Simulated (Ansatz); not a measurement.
# CH₄BBrO₂: a ladder of functionals and wavefunction methods

An exercise on one series of results from a longer session: the logs are not shown, and one member is left open.

Computed with Ansatz 0.2.0, Gaussian basis. Level: functionals in def2-TZVPP, the program's frozen cores in correlated methods.

The runs, in order: PBE-D4, r2SCAN-D4, PBE0-D4, B3LYP-D4, ωB97X-V, ωB97M-V, B2PLYP; CCSD(T)/def2-TZVPP; MP2/def2-QZVPP; extrapolation to the limit.

## Structure used throughout

An earlier PBE0-D4 in a triple-zeta def2 set relaxation fixed the geometry.

SMILES `COB(O)Br`, 9 atoms, charge 0, spin multiplicity 1.

Atoms are counted from 1 here; the program's logs count them from 0.

Bond lengths: C1–O2 1.413 Å, C1–H6 1.091 Å, C1–H7 1.091 Å, C1–H8 1.091 Å, O2–B3 1.346 Å, B3–O4 1.351 Å, B3–Br5 1.937 Å, O4–H9 0.963 Å. Angles: O2–C1–H6 108.4°, O2–C1–H7 108.8°, O2–C1–H8 111.5°, H6–C1–H7 109.0°, H6–C1–H8 109.5°, H7–C1–H8 109.4°, C1–O2–B3 126.8°, O2–B3–O4 120.5°, O2–B3–Br5 123.0°, O4–B3–Br5 116.4°, B3–O4–H9 111.6°.

Set-up of the first run:

Contents of in.yaml:

```yaml
crystal:
  periodic: [false, false, false]
  atoms:
    - {symbol: C, position_ang: [0.321837, -0.547683, -1.229136]}
    - {symbol: O, position_ang: [0.555308, 0.008171, 0.048268]}
    - {symbol: B, position_ang: [-0.373455, 0.416040, 0.932500]}
    - {symbol: O, position_ang: [-0.005121, 0.939035, 2.122787]}
    - {symbol: Br, position_ang: [-2.277442, 0.295295, 0.595381]}
    - {symbol: H, position_ang: [0.840991, -1.505389, -1.288818]}
    - {symbol: H, position_ang: [0.728808, 0.125656, -1.985589]}
    - {symbol: H, position_ang: [-0.743395, -0.697776, -1.411940]}
    - {symbol: H, position_ang: [0.952479, 0.966640, 2.216546]}
basis:
  gaussian: {orbitals: def2-TZVPP}
hamiltonian: {xc: pbe, dispersion: d4}
output: {forces: true, orbitals: {seedname: orbitals}}
```

On the command line:

```sh
ansatz run in.yaml --threads 2 --pin off --events-out ev --progress --plain --max-ram 32768MiB --backend cpu
```

Among the steps run: PBE-D4 (GGA); r2SCAN-D4 (meta-GGA); PBE0-D4 (hybrid); B3LYP-D4 (hybrid); ωB97X-V (range-separated); ωB97M-V (range-separated); B2PLYP (double hybrid); CCSD(T) in def2-TZVPP; MP2 in def2-QZVPP.

One table of the session follows, with a row left open; its other results are not shown here.

```
            method  atomisation energy (kJ/mol)
            PBE-D4                       3712.0
         r2SCAN-D4                       3646.0
           PBE0-D4                       3628.4
          B3LYP-D4                            ?
           ωB97X-V                       3617.9
           ωB97M-V                       3630.6
            B2PLYP                       3586.7
     HF/def2-TZVPP                       2638.4
    MP2/def2-TZVPP                       3636.7
   CCSD/def2-TZVPP                       3468.8
CCSD(T)/def2-TZVPP                       3528.4
           MP2/CBS                       3733.7
       CCSD(T)/CBS                       3625.4
```

Estimate the missing values for B3LYP-D4.

**Answer.** atomisation energy (kJ/mol): 3611.0. In the column «atomisation energy (kJ/mol)» it lies between B2PLYP (3586.7) and ωB97X-V (3617.9).

Limits of these values: Free atoms (1 C, 2 O, 1 B, 1 Br, 4 H) were run apart at each level; the atomisation energy is their sum less the molecule, without zero-point or spin-orbit terms.
